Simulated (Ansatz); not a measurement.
**C2H5FO2Si: a ladder of functionals and wavefunction methods**

Aim: compute C2H5FO2Si with functionals from several rungs and with coupled cluster. The yardstick is the atomisation energy at the CCSD(T) limit.

Computed with Ansatz 0.2.0, Gaussian basis. Level: functionals in def2-TZVPP, the program's frozen cores in correlated methods.

Plan: PBE-D4, r2SCAN-D4, PBE0-D4, B3LYP-D4, ωB97X-V, ωB97M-V, B2PLYP; CCSD(T)/def2-TZVPP; MP2/def2-QZVPP; extrapolation to the limit.

**1. The relaxed structure**

An earlier PBE0-D4 in a triple-zeta def2 set relaxation fixed the geometry.

SMILES `C=C(F)[SiH](O)O`, 11 atoms, charge 0, spin multiplicity 1.

Atoms are counted from 1 here; the program's logs count them from 0.

Bond lengths: C1–C2 1.322 Å, C1–H7 1.084 Å, C1–H8 1.082 Å, C2–F3 1.363 Å, C2–Si4 1.880 Å, Si4–O5 1.632 Å, Si4–O6 1.638 Å, Si4–H9 1.476 Å, O5–H10 0.959 Å, O6–H11 0.959 Å. Angles: C2–C1–H7 122.1°, C2–C1–H8 119.1°, H7–C1–H8 118.8°, C1–C2–F3 118.9°, C1–C2–Si4 127.5°, F3–C2–Si4 113.5°, C2–Si4–O5 110.4°, C2–Si4–O6 106.8°, C2–Si4–H9 111.7°, O5–Si4–O6 111.2°, O5–Si4–H9 105.1°, O6–Si4–H9 111.7°, Si4–O5–H10 117.5°, Si4–O6–H11 117.0°.

**2. PBE-D4 (GGA)**

Contents of in.yaml:

```yaml
crystal:
  periodic: [false, false, false]
  atoms:
    - {symbol: C, position_ang: [1.257308, -1.379538, 0.234884]}
    - {symbol: C, position_ang: [0.496640, -0.398397, 0.690099]}
    - {symbol: F, position_ang: [0.238920, -0.329867, 2.026721]}
    - {symbol: Si, position_ang: [-0.328629, 0.966520, -0.304915]}
    - {symbol: O, position_ang: [-0.429276, 0.541143, -1.877231]}
    - {symbol: O, position_ang: [-1.815638, 1.194155, 0.344063]}
    - {symbol: H, position_ang: [1.686340, -2.128307, 0.891587]}
    - {symbol: H, position_ang: [1.465414, -1.434392, -0.825921]}
    - {symbol: H, position_ang: [0.469003, 2.208881, -0.293191]}
    - {symbol: H, position_ang: [-1.021799, -0.177589, -2.105146]}
    - {symbol: H, position_ang: [-1.952983, 0.880392, 1.239750]}
basis:
  gaussian: {orbitals: def2-TZVPP}
hamiltonian: {xc: pbe, dispersion: d4}
output: {forces: true, orbitals: {seedname: orbitals}}
```

On the command line:

```bash
> ansatz run in.yaml --threads 4 --pin off --events-out ev --progress --plain --max-ram 10444MiB
```

Further steps of the session: r2SCAN-D4 (meta-GGA); PBE0-D4 (hybrid); B3LYP-D4 (hybrid); ωB97X-V (range-separated); ωB97M-V (range-separated); B2PLYP (double hybrid); CCSD(T) in def2-TZVPP; MP2 in def2-QZVPP.

Q: Predict the results of all the runs planned. Wanted: atomisation energy, CCSD(T)/CBS; farthest; mean size of error, hybrid; mean size of error, range-separated; gap, smallest and largest; T1 diagnostic; triples share of the correlation energy.

The runs gave:

```
                               quantity                                 value
        atomisation energy, CCSD(T)/CBS                         4470.8 kJ/mol
 functionals within 22.4 kJ/mol (0.5 %)           r2SCAN-D4, ωB97X-V, ωB97M-V
                               farthest                 PBE-D4 (+87.1 kJ/mol)
             mean size of error, hybrid                           28.4 kJ/mol
    mean size of error, range-separated                            5.1 kJ/mol
              gap, smallest and largest  5.18 eV (PBE-D4), 11.97 eV (ωB97X-V)
                          T1 diagnostic                                0.0124
triples share of the correlation energy                                 3.6 %
```

In words: PBE-D4 is off by +87.1 kJ/mol. Double hybrids carry the basis error of their MP2 part in triple zeta, and no dispersion term here, so their miss is partly the set-up's. The reference freezes the cores and leaves out relativity and excitations past (T), so misses under about 22.4 kJ/mol can't be ranked. Hartree-Fock recovers 71 % of the binding; the rest is correlation. Orbital gaps span 5.2 to 12.0 eV; exact exchange widens them.
